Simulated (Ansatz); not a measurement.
Runs of Ansatz 0.2.0 on Sn3Se. The structure is cubic, space group Fm-3m (No. 225). The conventional cell has a = 7.466 Å, b = 7.466 Å, c = 7.466 Å, α = 90.00°, β = 90.00°, γ = 90.00°. Around Sn (site symmetry m-3m) lie 8 Sn at 3.23 Å. Around Sn (site symmetry -43m) lie 4 Sn at 3.23 Å and 4 Se at 3.23 Å. Around Se (site symmetry m-3m) lie 8 Sn at 3.23 Å. The cell comes from a database or a generator and needn't be the stable form of this composition.

| task | potentials or basis | k mesh | cutoff (eV) | smearing | basis error allowed | mesh quality | gap on the mesh (eV) | pressure (GPa) |
| --- | --- | --- | --- | --- | --- | --- | --- | --- |
| band structure | all-electron LAPW, scalar-relativistic | 6 × 6 × 6 | 164 | fermi-dirac 0.05 eV | 0.002 eV/atom | not flagged | - | -3.2 |
| density of states | all-electron PAW datasets made for the crystal | 6 × 6 × 6 | 260 | fermi-dirac 0.05 eV | - | not flagged | none | -3.2 |
| phonons | all-electron LAPW, scalar-relativistic | 6 × 6 × 6 | 177 | fermi-dirac 0.05 eV | 0.002 eV/atom | not flagged | none | - |
| band structure | all-electron LAPW, inner shells corrected to Dirac's equation | 6 × 6 × 6 | 164 | fermi-dirac 0.05 eV | 0.002 eV/atom | not flagged | - | -3.2 |
| band structure | all-electron LAPW, non-relativistic | 6 × 6 × 6 | 163 | fermi-dirac 0.05 eV | 0.002 eV/atom | not flagged | - | (a) |
| single point | all-electron LAPW, scalar-relativistic | 4 × 4 × 4 | 164 | fermi-dirac 0.03 eV | 0.002 eV/atom | coarse | none | -3.8 |

Alike in all rows: level PBEsol; no spin polarisation; cell as given.

Task: Estimate the missing entries.

Result: (a) -3.4.

Caveats: some runs use coarse meshes; the program warned that the printed levels may be off, so bands, gaps and densities of states are rough (some runs); a metal's response needs a denser mesh (some runs); some modes are imaginary (some runs); relativity is left out, which matters for the heavier elements (some runs); the k mesh is thin for a metal, which can move the energy by tens of meV per atom (some runs).

A k mesh can miss the band edges, and the runs leave out spin-orbit coupling on Se, Sn.

A gap of «none» marks a metal or a gap under the smearing width.

Not every run made on this cell is shown here.
